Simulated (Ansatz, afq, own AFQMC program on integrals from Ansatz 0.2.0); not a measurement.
# InH3+ (doublet): AFQMC on the coupled-cluster ladder at distance In1–H3 = 1.669 Å, def2-SVP

Aim: compute InH3+ (doublet) with auxiliary-field quantum Monte Carlo on the same integrals as coupled cluster, and set the energies side by side.

Program: Ansatz 0.2.0, Gaussian basis, and an in-house AFQMC program (afq) on its integrals; all values are calculated. Level of theory: def2-SVP, frozen cores. These are calculated values, not measurements.

Plan: Full CI; PBE (unrestricted); r2SCAN (unrestricted); PBE0 (unrestricted); B3LYP (unrestricted); wB97M-V (unrestricted); B2PLYP (unrestricted); CCSD(T) on UHF; Full CI; Full CI (quartet); CCSDT(Q) on UHF; CCSDTQ on UHF; Phaseless AFQMC, CISD trial on UHF; Phaseless AFQMC, single-determinant trial on UHF; Free-projection AFQMC, CISD trial on UHF; Free-projection AFQMC, single-determinant trial on UHF.

3 further runs of the same task are left out: 3 that didn't finish.

## Step 1: What is computed

The geometry derives from a PBE0/def2-TZVP stationary point (not a proven minimum). One bond is set to the value named and the two fragments are kept rigid. No spin-orbit coupling is included. Elements past krypton take def2 core potentials.

4 atoms, charge 1, spin multiplicity 2.

Atoms are counted from 1 here; the program's logs count them from 0.

Bond lengths: In1–H3 1.669 Å, In1–H4 1.668 Å. Angles: H3–In1–H4 174.7°.

## Step 2: Full CI

Input file in.yaml:

```yaml
crystal:
  periodic: [false, false, false]
  atoms:
    - {symbol: In, position_ang: [0.000000, -0.018790, 0.000553]}
    - {symbol: H, position_ang: [0.000000, 2.333049, -0.068435]}
    - {symbol: H, position_ang: [0.000000, -0.144290, -1.663229]}
    - {symbol: H, position_ang: [0.000000, -0.048336, 1.668675]}
basis:
  gaussian: {orbitals: def2-SVP}
total_charge: 1
magnetization: {spin_polarized: false, initial_magnetization: 1}
correlation: {method: fci, electrons: outside_noble_gas}
```

The run is started by

```bash
$ ansatz run in.yaml --threads 1 --pin off --events-out ev --progress --plain --max-ram 24576MiB --backend cuda --devices 0, --max-vram 18GiB
```

What it wrote:

```text
Functional definition: HF
  name "HF"
  cite "Fock, Z. Phys. 61, 126 (1930) doi:10.1007/BF01340294"
  parent pbe
  exchange = exact_x
  correlation = 0
871 factors; integrals over basis functions are off by at most 2.3e-7 eV
mean field evaluation 1: about -5185.2524 eV, gradient 8.2e0 eV
mean field evaluation 2: about -5185.2702 eV, gradient 8.2e0 eV
mean field evaluation 4: about -5186.1737 eV, gradient 4.3e-1 eV
mean field evaluation 8: about -5186.1749 eV, gradient 2.2e-2 eV
mean field -5186.17489984 eV, -190.5884122536 hartree, gradient 2.9e-6 eV, S^2 0.750000; 0 other end points of the search recorded, 0 dependent functions left out
mean field evaluation 16: about -5185.3468 eV, gradient 6.8e0 eV
9 core orbitals not correlated: weight in the atoms' cores, before any rotation towards them, 0.992 or more for the frozen orbitals, at most 0.005 for the correlated occupied ones
reference -5186.17489984 eV, -190.5884122536 hartree; 3, 2 occupied and 29, 30 virtual orbitals, 871 factors
state -5187.93870537 eV, -190.6532309112 hartree
Total energy: -5187.93870537 eV, -190.6532309112 hartree
```

It took 16 s on 1 × NVIDIA H100 80GB HBM3 with 1 thread of AMD EPYC 7R13 (Zen 3), shared host; peak host memory 1.5 GiB.

From the report: 1,254,272 determinants, symmetry A'.

## Step 3: PBE (unrestricted)

Changes to in.yaml since step 2:

```diff
@@ -10,3 +10,4 @@
 total_charge: 1
-magnetization: {spin_polarized: false, initial_magnetization: 1}
-correlation: {method: fci, electrons: outside_noble_gas}
+magnetization: {spin_polarized: true, initial_magnetization: 1}
+hamiltonian: {xc: {name: PBE}}
+output: {orbitals: {seedname: orbitals}}
```

The run is started by

```bash
$ ansatz run in.yaml --threads 1 --pin off --events-out ev --progress --plain --max-ram 8192MiB --backend cpu
```

What it wrote:

```text
Functional definition: PBE
  name "PBE"
  cite "Perdew, Burke & Ernzerhof, Phys. Rev. Lett. 77, 3865 (1996) doi:10.1103/PhysRevLett.77.3865"
  parent pbe
  parameter kappa = 0.804
  parameter beta = 0.06672455060314922
  exchange = pbe_x(kappa = kappa, mu = beta*pi^2/3)
  correlation = pbe_c(beta = beta)
490 factors; their error is unknown
mean field evaluation 1: about -5210.5769 eV, gradient 1.0e1 eV
mean field evaluation 2: about -5211.2045 eV, gradient 6.5e0 eV
mean field evaluation 4: about -5211.5871 eV, gradient 1.7e-1 eV
mean field evaluation 8: about -5211.5809 eV, gradient 9.0e-3 eV
mean field evaluation 16: about -5211.5809 eV, gradient 7.2e-6 eV
mean field -5211.58085491 eV, -191.5220638816 hartree, gradient 7.2e-6 eV, S^2 0.751086; 0 other end points of the search recorded, 0 dependent functions left out
reference -5211.58089697 eV, -191.5220654272 hartree; 12, 11 occupied and 29, 30 virtual orbitals, 490 factors
Total energy: -5211.58089697 eV, -191.5220654272 hartree
```

Wall time 0.72 s (1 thread of AMD EPYC 7R13 (Zen 3), shared host); peak memory 1.5 GiB.

From the report: ⟨S²⟩ of the determinant 0.751 (pure doublet: 0.75).

## Step 4: r2SCAN (unrestricted)

Changes to in.yaml since step 3:

```diff
@@ -11,3 +11,2 @@
 magnetization: {spin_polarized: true, initial_magnetization: 1}
-hamiltonian: {xc: {name: PBE}}
-output: {orbitals: {seedname: orbitals}}
+hamiltonian: {xc: {name: r2SCAN}}
```

Launched as before.

What it wrote:

```text
Functional definition: r2SCAN
  name "r2SCAN"
  cite "Furness, Kaplan, Ning, Perdew & Sun, J. Phys. Chem. Lett. 11, 8208 (2020) doi:10.1021/acs.jpclett.0c02405"
  cite "Furness, Kaplan, Ning, Perdew & Sun, J. Phys. Chem. Lett. 11, 9248 (2020) doi:10.1021/acs.jpclett.0c03077"
  parent r2scan
  parameter k0 = 0.174
  parameter k1 = 0.065
  parameter a1 = 4.9479
  exchange = r2scan_x(k0 = k0, k1 = k1, a1 = a1)
  correlation = r2scan_c
490 factors; their error is unknown
mean field evaluation 1: about -5212.8541 eV, gradient 8.4e0 eV
mean field evaluation 2: about -5213.3953 eV, gradient 4.5e0 eV
mean field evaluation 4: about -5213.5821 eV, gradient 1.5e-1 eV
mean field evaluation 8: about -5213.5772 eV, gradient 9.3e-3 eV
mean field evaluation 16: about -5213.5772 eV, gradient 9.9e-6 eV
mean field -5213.57721829 eV, -191.5954288827 hartree, gradient 9.9e-6 eV, S^2 0.751840; 0 other end points of the search recorded, 0 dependent functions left out
reference -5213.57723315 eV, -191.5954294288 hartree; 12, 11 occupied and 29, 30 virtual orbitals, 490 factors
Total energy: -5213.57723315 eV, -191.5954294288 hartree
```

Run time: 1.4 s. Hardware: 1 thread of AMD EPYC 7R13 (Zen 3), shared host; peak memory 1.5 GiB.

From the report: ⟨S²⟩ of the determinant 0.752 (pure doublet: 0.75).

## Step 5: PBE0 (unrestricted)

Changes to in.yaml since step 4:

```diff
@@ -11,2 +11,3 @@
 magnetization: {spin_polarized: true, initial_magnetization: 1}
-hamiltonian: {xc: {name: r2SCAN}}
+hamiltonian: {xc: {name: PBE0}}
+output: {orbitals: {seedname: orbitals}}
```

The command is unchanged.

What it wrote:

```text
Functional definition: PBE0
  name "PBE0"
  cite "Adamo & Barone, J. Chem. Phys. 110, 6158 (1999) doi:10.1063/1.478522"
  cite "Perdew, Burke & Ernzerhof, Phys. Rev. Lett. 77, 3865 (1996) doi:10.1103/PhysRevLett.77.3865"
  parent pbe
  parameter a = 0.25
  parameter kappa = 0.804
  parameter beta = 0.06672455060314922
  exchange = (1 - a)*pbe_x(kappa = kappa, mu = beta*pi^2/3) + a*exact_x
  correlation = pbe_c(beta = beta)
492 factors; integrals over basis functions are off by at most 6.8e-4 eV
mean field evaluation 1: about -5211.0312 eV, gradient 7.3e0 eV
mean field evaluation 2: about -5211.5607 eV, gradient 2.6e0 eV
mean field evaluation 4: about -5211.6233 eV, gradient 7.3e-1 eV
mean field evaluation 8: about -5211.6438 eV, gradient 3.4e-2 eV
mean field evaluation 16: about -5211.6438 eV, gradient 7.1e-5 eV
mean field -5211.64383506 eV, -191.5243783596 hartree, gradient 7.1e-5 eV, S^2 0.751400; 0 other end points of the search recorded, 0 dependent functions left out
reference -5211.64386568 eV, -191.5243794847 hartree; 12, 11 occupied and 29, 30 virtual orbitals, 492 factors
Total energy: -5211.64386568 eV, -191.5243794847 hartree
```

It took 0.96 s on 1 thread of AMD EPYC 7R13 (Zen 3), shared host; peak memory 1.5 GiB.

From the report: ⟨S²⟩ of the determinant 0.751 (pure doublet: 0.75).

## Step 6: B3LYP (unrestricted)

Changes to in.yaml since step 5:

```diff
@@ -11,3 +11,2 @@
 magnetization: {spin_polarized: true, initial_magnetization: 1}
-hamiltonian: {xc: {name: PBE0}}
-output: {orbitals: {seedname: orbitals}}
+hamiltonian: {xc: {name: B3LYP}}
```

Same command.

What it wrote, cut to the lines that bear on the results:

```text
Functional definition: B3LYP
  name "B3LYP"
  cite "Stephens, Devlin, Chabalowski & Frisch, J. Phys. Chem. 98, 11623 (1994) doi:10.1021/j100096a001"
  cite "Becke, Phys. Rev. A 38, 3098 (1988) doi:10.1103/PhysRevA.38.3098"
  cite "Lee, Yang & Parr, Phys. Rev. B 37, 785 (1988) doi:10.1103/PhysRevB.37.785"
  cite "Vosko, Wilk & Nusair, Can. J. Phys. 58, 1200 (1980) doi:10.1139/p80-159"
[...]
492 factors; integrals over basis functions are off by at most 6.8e-4 eV
[...]
mean field -5213.66635658 eV, -191.5987046545 hartree, gradient 6.4e-5 eV, S^2 0.751462; 0 other end points of the search recorded, 0 dependent functions left out
reference -5213.66658055 eV, -191.5987128850 hartree; 12, 11 occupied and 29, 30 virtual orbitals, 492 factors
Total energy: -5213.66658055 eV, -191.5987128850 hartree
```

It took 0.97 s on 1 thread of AMD EPYC 7R13 (Zen 3), shared host; peak memory 1.5 GiB.

From the report: ⟨S²⟩ of the determinant 0.751 (pure doublet: 0.75).

## Step 7: wB97M-V (unrestricted)

Changes to in.yaml since step 6:

```diff
@@ -11,2 +11,3 @@
 magnetization: {spin_polarized: true, initial_magnetization: 1}
-hamiltonian: {xc: {name: B3LYP}}
+hamiltonian: {xc: {name: wB97M-V}}
+output: {orbitals: {seedname: orbitals}}
```

The command is unchanged.

What it wrote, cut to the lines that bear on the results:

```text
Functional definition: wB97M-V
  name "wB97M-V"
  cite "Mardirossian & Head-Gordon, J. Chem. Phys. 144, 214110 (2016) doi:10.1063/1.4952647"
  cite "Becke, J. Chem. Phys. 107, 8554 (1997) doi:10.1063/1.475007"
  cite "Vydrov & Van Voorhis, J. Chem. Phys. 133, 244103 (2010) doi:10.1063/1.3521275"
  # Of w^i u^j: cxij and so on, Table III.
[...]
  gx(w, u) = 1 - cx + cx01*u + cx10*w
  gss(w, u) = css00 + css04*u^4 + css10*w + css20*w^2 + css43*w^4*u^3
  gos(w, u) = cos00 + cos10*w + (cos20 + cos21*u)*w^2 + (cos60 + cos61*u)*w^6
[...]
      + integral(e_c_pw_mod_opposite_spin*gos(b97_w_opposite, b97_u_opposite)) + vv10(b, c)
492 factors; integrals over basis functions are off by at most 6.8e-4 eV
146 factors; integrals over basis functions are off by at most 1.3e-5 eV
[...]
mean field -5209.75461803 eV, -191.4549509142 hartree, gradient 3.1e-5 eV, S^2 0.751394; 0 other end points of the search recorded, 0 dependent functions left out
reference -5209.75466668 eV, -191.4549527018 hartree; 12, 11 occupied and 29, 30 virtual orbitals, 492 factors
Total energy: -5209.75466668 eV, -191.4549527018 hartree
```

Wall time 3.6 s (1 thread of AMD EPYC 7R13 (Zen 3), shared host); peak memory 1.5 GiB.

From the report: ⟨S²⟩ of the determinant 0.751 (pure doublet: 0.75).

## Step 8: B2PLYP (unrestricted)

Changes to in.yaml since step 7:

```diff
@@ -11,3 +11,3 @@
 magnetization: {spin_polarized: true, initial_magnetization: 1}
-hamiltonian: {xc: {name: wB97M-V}}
-output: {orbitals: {seedname: orbitals}}
+hamiltonian: {xc: {name: B2PLYP}}
+correlation: {electrons: outside_noble_gas}
```

Same command.

What it wrote, cut to the lines that bear on the results:

```text
Functional definition: B2PLYP
  name "B2PLYP"
  cite "Grimme, J. Chem. Phys. 124, 034108 (2006) doi:10.1063/1.2148954"
  cite "Becke, Phys. Rev. A 38, 3098 (1988) doi:10.1103/PhysRevA.38.3098"
  cite "Lee, Yang & Parr, Phys. Rev. B 37, 785 (1988) doi:10.1103/PhysRevB.37.785"
[...]
492 factors; integrals over basis functions are off by at most 6.8e-4 eV
[...]
mean field -5203.32990949 eV, -191.2188472302 hartree, gradient 4.4e-6 eV, S^2 0.751913; 0 other end points of the search recorded, 0 dependent functions left out
9 core orbitals not correlated: weight in the atoms' cores, before any rotation towards them, 0.991 or more for the frozen orbitals, at most 0.006 for the correlated occupied ones
reference -5203.33004979 eV, -191.2188523858 hartree; 3, 2 occupied and 29, 30 virtual orbitals, 492 factors
second order -1.65958022 eV of doubles, -0.00000000 eV of singles
Total energy: -5203.77813645 eV, -191.2353192669 hartree
```

Wall time 0.99 s (1 thread of AMD EPYC 7R13 (Zen 3), shared host); peak memory 1.5 GiB.

From the report: ⟨S²⟩ of the determinant 0.752 (pure doublet: 0.75).

## Step 9: CCSD(T) on UHF

Changes to in.yaml since step 8:

```diff
@@ -11,3 +11,2 @@
 magnetization: {spin_polarized: true, initial_magnetization: 1}
-hamiltonian: {xc: {name: B2PLYP}}
-correlation: {electrons: outside_noble_gas}
+correlation: {method: ccsd_t, electrons: outside_noble_gas, hamiltonian_folder: ham}
```

The run is started by

```bash
$ ansatz run in.yaml --threads 1 --pin off --events-out ev --progress --plain --max-ram 24576MiB --backend cuda --devices 0, --max-vram 18GiB
```

What it wrote, cut to the lines that bear on the results:

```text
Functional definition: HF
  name "HF"
  cite "Fock, Z. Phys. 61, 126 (1930) doi:10.1007/BF01340294"
  parent pbe
[...]
492 factors; integrals over basis functions are off by at most 6.8e-4 eV
[...]
mean field -5186.18424639 eV, -190.5887557327 hartree, gradient 7.8e-7 eV, S^2 0.751663; 0 other end points of the search recorded, 0 dependent functions left out
9 core orbitals not correlated: weight in the atoms' cores, before any rotation towards them, 0.992 or more for the frozen orbitals, at most 0.005 for the correlated occupied ones
reference -5186.18424639 eV, -190.5887557327 hartree; 3, 2 occupied and 29, 30 virtual orbitals, 492 factors
second order -1.28693250 eV of doubles, -0.00000000 eV of singles
cycle   1  -1.58123974 eV  change   -2.9e-1 eV  update   4.6e-2
[...]
cycle  10  -1.72775353 eV  change   -2.5e-6 eV  update   3.0e-6
perturbative correction -0.01919593 eV, -0.0007054376 hartree
Total energy: -5187.93119585 eV, -190.6529549416 hartree
```

It took 16 s on 1 × NVIDIA H100 80GB HBM3 with 1 thread of AMD EPYC 7R13 (Zen 3), shared host; peak host memory 1.5 GiB.

From the report: ⟨S²⟩ of the determinant 0.752 (pure doublet: 0.75); correlation -1.7469 eV; T1 0.013; largest double amplitude 0.07.

This run also writes the integrals to the folder ham.

## Step 10: Full CI

Input file in.yaml:

```yaml
hamiltonian:
  integrals:
    folder: ../ham
correlation: {method: fci}
```

Same command.

What it wrote:

```text
Functional definition: HF
  name "HF"
  cite "Fock, Z. Phys. 61, 126 (1930) doi:10.1007/BF01340294"
  parent pbe
  exchange = exact_x
  correlation = 0
reference -5186.18424639 eV, -190.5887557327 hartree; 3, 2 occupied and 29, 30 virtual orbitals, 492 factors
state -5187.94000235 eV, -190.6532785744 hartree
Total energy: -5187.94000235 eV, -190.6532785744 hartree
```

Wall time 16 s (1 × NVIDIA H100 80GB HBM3 with 1 thread of AMD EPYC 7R13 (Zen 3), shared host); peak host memory 1.5 GiB.

From the report: 1,254,272 determinants.

## Step 11: Full CI (quartet)

Input file in.yaml:

```yaml
crystal:
  periodic: [false, false, false]
  atoms:
    - {symbol: In, position_ang: [0.000000, -0.018790, 0.000553]}
    - {symbol: H, position_ang: [0.000000, 2.333049, -0.068435]}
    - {symbol: H, position_ang: [0.000000, -0.144290, -1.663229]}
    - {symbol: H, position_ang: [0.000000, -0.048336, 1.668675]}
basis:
  gaussian: {orbitals: def2-SVP}
total_charge: 1
magnetization: {spin_polarized: false, initial_magnetization: 3}
correlation: {method: fci, electrons: outside_noble_gas}
```

Same command.

What it wrote, cut to the lines that bear on the results:

```text
Functional definition: HF
  name "HF"
  cite "Fock, Z. Phys. 61, 126 (1930) doi:10.1007/BF01340294"
  parent pbe
[...]
871 factors; integrals over basis functions are off by at most 2.3e-7 eV
[...]
mean field -5180.19378484 eV, -190.3686103315 hartree, gradient 1.8e-6 eV, S^2 3.750000; 9 other end points of the search recorded, 0 dependent functions left out
[...]
determinant -5180.19378484 eV, -190.3686103315 hartree, with singles and doubles -5181.77734880 eV, -190.4268052335 hartree
determinant -5180.16613837 eV, -190.3675943425 hartree, with singles and doubles -5181.80879982 eV, -190.4279610373 hartree
determinant -5180.16566404 eV, -190.3675769109 hartree, with singles and doubles -5181.80875948 eV, -190.4279595548 hartree
determinant -5180.19378484 eV, -190.3686103315 hartree, with singles and doubles -5181.78252545 eV, -190.4269954720 hartree
determinant -5180.16613837 eV, -190.3675943425 hartree, with singles and doubles -5181.85902513 eV, -190.4298067835 hartree
determinant -5180.16566404 eV, -190.3675769109 hartree, with singles and doubles -5181.85899949 eV, -190.4298058411 hartree
9 core orbitals not correlated: weight in the atoms' cores, before any rotation towards them, 0.994 or more for the frozen orbitals, at most 0.005 for the correlated occupied ones
reference -5180.19378484 eV, -190.3686103315 hartree; 4, 1 occupied and 28, 31 virtual orbitals, 871 factors
state -5181.91594390 eV, -190.4318985096 hartree
9 core orbitals not correlated: weight in the atoms' cores, before any rotation towards them, 0.994 or more for the frozen orbitals, at most 0.004 for the correlated occupied ones
state -5181.92775296 eV, -190.4323324844 hartree
Total energy: -5181.92775296 eV, -190.4323324844 hartree
```

Wall time 29 s (1 × NVIDIA H100 80GB HBM3 with 1 thread of AMD EPYC 7R13 (Zen 3), shared host); peak host memory 1.5 GiB.

From the report: 568,256 determinants, symmetry A''.

## Step 12: CCSDT(Q) on UHF

Changes to in.yaml since step 11:

```diff
@@ -10,3 +10,3 @@
 total_charge: 1
-magnetization: {spin_polarized: false, initial_magnetization: 3}
-correlation: {method: fci, electrons: outside_noble_gas}
+magnetization: {spin_polarized: true, initial_magnetization: 1}
+correlation: {method: ccsdt_q, electrons: outside_noble_gas}
```

Same command.

What it wrote, cut to the lines that bear on the results:

```text
Functional definition: HF
  name "HF"
  cite "Fock, Z. Phys. 61, 126 (1930) doi:10.1007/BF01340294"
  parent pbe
[...]
871 factors; integrals over basis functions are off by at most 2.3e-7 eV
[...]
mean field -5186.18432207 eV, -190.5887585142 hartree, gradient 2.4e-6 eV, S^2 0.751663; 0 other end points of the search recorded, 0 dependent functions left out
9 core orbitals not correlated: weight in the atoms' cores, before any rotation towards them, 0.992 or more for the frozen orbitals, at most 0.005 for the correlated occupied ones
reference -5186.18432207 eV, -190.5887585142 hartree; 3, 2 occupied and 29, 30 virtual orbitals, 871 factors
second order -1.28694402 eV of doubles, -0.00000000 eV of singles
cycle   1  -1.58124653 eV  change   -2.9e-1 eV  update   4.8e-2
[...]
cycle  14  -1.75503608 eV  change    1.6e-7 eV  update   3.1e-7
perturbative correction -0.00047838 eV, -0.0000175800 hartree
Total energy: -5187.93983653 eV, -190.6532724806 hartree
```

Wall time 16 s (1 × NVIDIA H100 80GB HBM3 with 1 thread of AMD EPYC 7R13 (Zen 3), shared host); peak host memory 1.5 GiB.

From the report: ⟨S²⟩ of the determinant 0.752 (pure doublet: 0.75); correlation -1.7555 eV; T1 0.014; largest double amplitude 0.08.

## Step 13: CCSDTQ on UHF

Changes to in.yaml since step 12:

```diff
@@ -11,2 +11,2 @@
 magnetization: {spin_polarized: true, initial_magnetization: 1}
-correlation: {method: ccsdt_q, electrons: outside_noble_gas}
+correlation: {method: ccsdtq, electrons: outside_noble_gas}
```

The command is unchanged.

What it wrote, cut to the lines that bear on the results:

```text
Functional definition: HF
  name "HF"
  cite "Fock, Z. Phys. 61, 126 (1930) doi:10.1007/BF01340294"
  parent pbe
[...]
871 factors; integrals over basis functions are off by at most 2.3e-7 eV
[...]
mean field -5186.18432207 eV, -190.5887585142 hartree, gradient 2.4e-6 eV, S^2 0.751663; 0 other end points of the search recorded, 0 dependent functions left out
9 core orbitals not correlated: weight in the atoms' cores, before any rotation towards them, 0.992 or more for the frozen orbitals, at most 0.005 for the correlated occupied ones
reference -5186.18432207 eV, -190.5887585142 hartree; 3, 2 occupied and 29, 30 virtual orbitals, 871 factors
second order -1.28694402 eV of doubles, -0.00000000 eV of singles
cycle   1  -1.58124653 eV  change   -2.9e-1 eV  update   4.8e-2
[...]
cycle  15  -1.75576044 eV  change   -9.6e-9 eV  update   4.6e-7
Total energy: -5187.94008251 eV, -190.6532815202 hartree
```

Run time: 16 s. Hardware: 1 × NVIDIA H100 80GB HBM3 with 1 thread of AMD EPYC 7R13 (Zen 3), shared host; peak host memory 1.5 GiB.

From the report: ⟨S²⟩ of the determinant 0.752 (pure doublet: 0.75); correlation -1.7558 eV; T1 0.014; largest double amplitude 0.08.

[end of part 1 of 2]
